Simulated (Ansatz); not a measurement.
# CH3AlF2O: one species, many methods

Aim: compute CH3AlF2O with functionals from several rungs and with coupled cluster, and see how far each lands from CCSD(T) at the basis-set limit for the atomisation energy.

Computed with Ansatz 0.2.0, Gaussian basis. Level: functionals in def2-TZVPP, the program's frozen cores in correlated methods.

The runs, in order: LDA (SPW92), PBE-D4, revPBE-D4, BLYP-D4, r2SCAN-D4, B97M-V, PBE0-D4, B3LYP-D4, r2SCANh-D4, r2SCAN0-D4, HSE06-D4, BHLYP-D4, CAM-B3LYP-D4, LC-ωPBE, ωB97X-V, ωB97M-V, B2PLYP, PBE-QIDH; CCSD(T)/def2-SVP; CCSD(T)/def2-TZVPP; MP2/def2-QZVPP; extrapolation to the limit; RPA on PBE.

### Step 1. The geometry

An earlier PBE0-D4 in a triple-zeta def2 set relaxation fixed the geometry.

SMILES `O[C](F)(F)[AlH2]`, 8 atoms, charge 0, spin multiplicity 1.

Atoms are counted from 1 here; the program's logs count them from 0.

Bond lengths: O1–C2 1.360 Å, O1–H6 0.969 Å, C2–F3 1.376 Å, C2–F4 1.377 Å, C2–Al5 2.021 Å, Al5–H7 1.579 Å, Al5–H8 1.579 Å. Angles: C2–O1–H6 109.4°, O1–C2–F3 109.2°, O1–C2–F4 109.2°, O1–C2–Al5 108.1°, F3–C2–F4 103.6°, F3–C2–Al5 113.3°, F4–C2–Al5 113.3°, C2–Al5–H7 117.9°, C2–Al5–H8 117.9°, H7–Al5–H8 124.3°.

Geometry (Å):

```
O    -0.2963    1.1975    0.8481
C     0.4372    0.1478    0.3901
F     0.7503   -0.6810    1.4435
F     1.6637    0.6035   -0.0376
Al   -0.6233   -0.7728   -1.0628
H     0.1954    1.6539    1.5479
H    -0.4323   -0.2698   -2.5472
H    -1.6026   -1.9361   -0.6377
```

### Step 2. LDA

This LDA is Slater exchange with PW92 correlation.

Input file in.yaml:

```yaml
crystal:
  periodic: [false, false, false]
  atoms:
    - {symbol: O, position_ang: [-0.296307, 1.197512, 0.848137]}
    - {symbol: C, position_ang: [0.437224, 0.147772, 0.390062]}
    - {symbol: F, position_ang: [0.750332, -0.681011, 1.443520]}
    - {symbol: F, position_ang: [1.663715, 0.603458, -0.037644]}
    - {symbol: Al, position_ang: [-0.623252, -0.772807, -1.062785]}
    - {symbol: H, position_ang: [0.195380, 1.653864, 1.547917]}
    - {symbol: H, position_ang: [-0.432295, -0.269785, -2.547225]}
    - {symbol: H, position_ang: [-1.602596, -1.936102, -0.637683]}
basis:
  gaussian: {orbitals: def2-TZVPP}
hamiltonian: {xc: lda}
output: {orbitals: {seedname: orbitals}}
```

Launch:

```bash
ansatz run in.yaml --threads 2 --pin off --events-out ev --progress --plain --max-ram 4352MiB
```

After this run come: PBE-D4 (GGA); revPBE-D4 (GGA); BLYP-D4 (GGA); r2SCAN-D4 (meta-GGA); B97M-V (meta-GGA); B3LYP-D4 (hybrid); r2SCANh-D4 (hybrid); r2SCAN0-D4 (hybrid); HSE06-D4 (hybrid); BHLYP-D4 (hybrid); CAM-B3LYP-D4 (range-separated); LC-ωPBE (range-separated); ωB97X-V (range-separated); ωB97M-V (range-separated); B2PLYP (double hybrid); PBE-QIDH (double hybrid); CCSD(T) in def2-SVP; CCSD(T) in def2-TZVPP; MP2 in def2-QZVPP; RPA on PBE orbitals.

Before running them: what should the planned runs give, taken together? Wanted: atomisation energy, CCSD(T)/CBS; farthest beyond LDA; mean size of error, GGA; mean size of error, meta-GGA; mean size of error, hybrid; mean size of error, range-separated; mean size of error, double hybrid; gap, smallest and largest; T1 diagnostic.

As calculated:

| quantity | value |
| --- | --- |
| atomisation energy, CCSD(T)/CBS | 646.4 kcal/mol |
| functionals within 3.2 kcal/mol (0.5 %) | BLYP-D4, r2SCAN-D4, B97M-V, LC-ωPBE, ωB97X-V, ωB97M-V |
| farthest beyond LDA | BHLYP-D4 (-36.2 kcal/mol) |
| mean size of error, GGA | 8.0 kcal/mol |
| mean size of error, meta-GGA | 2.4 kcal/mol |
| mean size of error, hybrid | 12.4 kcal/mol |
| mean size of error, range-separated | 2.5 kcal/mol |
| mean size of error, double hybrid | 10.5 kcal/mol |
| gap, smallest and largest | 4.24 eV (LDA (SPW92)), 11.43 eV (LC-ωPBE) |
| T1 diagnostic | 0.0126 |
| triples share of the correlation energy | 3.2 % |

**Reading.** The LDA atomisation energy is off by 121.8 kcal/mol (19 %): it overbinds. PBE-D4 is off by +18.2 kcal/mol. Double hybrids carry the basis error of their MP2 part in triple zeta, and no dispersion term here, so their miss is partly the set-up's. The rungs meta-GGA, range-separated miss on average by less than the doubt on the reference (3.2 kcal/mol), so they tie. Misses under about 3.2 kcal/mol are within the doubt on the reference itself, which lacks core-valence correlation, relativity and higher excitations. Hartree-Fock recovers 68 % of the binding; the rest is correlation. CCSD(T) in def2-SVP is off by -38.8 kcal/mol, more than most functionals: a good method in a small basis is no reference. The gap grows from 4.2 to 11.4 eV across the functionals, mostly with the share of exact exchange.
